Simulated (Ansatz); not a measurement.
This script drives Ansatz 0.2.0 through its Python package.

Script `run_relaxed_scan.py`:
```python
"""One bond of CdClHO held at set lengths while the rest relaxes."""

import ansatz as az
import numpy as np

BASIS_SET = "def2-SVP"
XC = "PBE"


def main() -> None:
    mol = (
        az.Crystal.molecule()
        .atom("O", (-0.9507, 0.68, -0.7952))
        .atom("Cd", (0.7323, 0.2669, -0.0402))
        .atom("Cl", (1.5575, -1.0361, 1.032))
        .atom("H", (-1.2836, 0.0289, -0.2168))
    )

    calculation = mol.calculation().basis(gaussian=BASIS_SET).functional(XC)
    symbols = [site.symbol for site in mol.cartesian_sites]
    pairs = [(0, 1), (0, 3), (1, 2), (1, 3)]
    print("held (A)   E (eV)        ", "  ".join(f"{symbols[i]}{i}-{symbols[j]}{j}" for i, j in pairs))
    for length in [0.86, 0.93, 1.01, 1.12, 1.26]:
        r = calculation.relax(constraints=[az.DistanceConstraint((0, 3), at=length)], force_tolerance=0.02, max_steps=60).run(threads=1, pin="off").report
        xyz = np.array(r["positions_ang"])
        print(f"{length:6.2f} {r['free_energy_ev']:14.5f}  ", "  ".join(f"{np.linalg.norm(xyz[i] - xyz[j]):.3f}" for i, j in pairs))


if __name__ == "__main__":
    main()
```

It is started by `python run_relaxed_scan.py`. How long does it take on 1 thread of Intel(R) Xeon(R) CPU @ 2.60GHz (Ice Lake) (shared host), and how much memory does it need?

It took about 62 s, with a peak of 0.22 GiB, for 5 runs of the engine.

```console
$ python run_relaxed_scan.py
held (A)   E (eV)         O0-Cd1  O0-H3  Cd1-Cl2  Cd1-H3
DeckWarning: relax.constraints: the input's atoms, or those drawn, lie off the distances that are held; a relaxation that starts there is brought onto them ahead of its first SCF, by positions alone, an atom by 3.62e-2 Å at the most. With the symmetry detection on, the symmetry is detected on the input's atoms as so [...]
  0.86   -19138.06517   1.975  0.860  2.289  2.423
  0.93   -19138.44326   1.978  0.930  2.291  2.452
  1.01   -19138.48081   1.984  1.010  2.290  2.482
  1.12   -19138.15494   1.988  1.120  2.293  2.530
  1.26   -19137.46562   1.991  1.260  2.291  2.559
```
(Warnings from the package without file and line, shortened, repeats left out.)

Reading the output:
- Total energies depend on the basis set; only differences at equal settings carry meaning.
- The energies are electronic: no zero-point or thermal terms, and the basis set is short of its limit.
- def2 sets replace the cores of elements past krypton by effective core potentials.
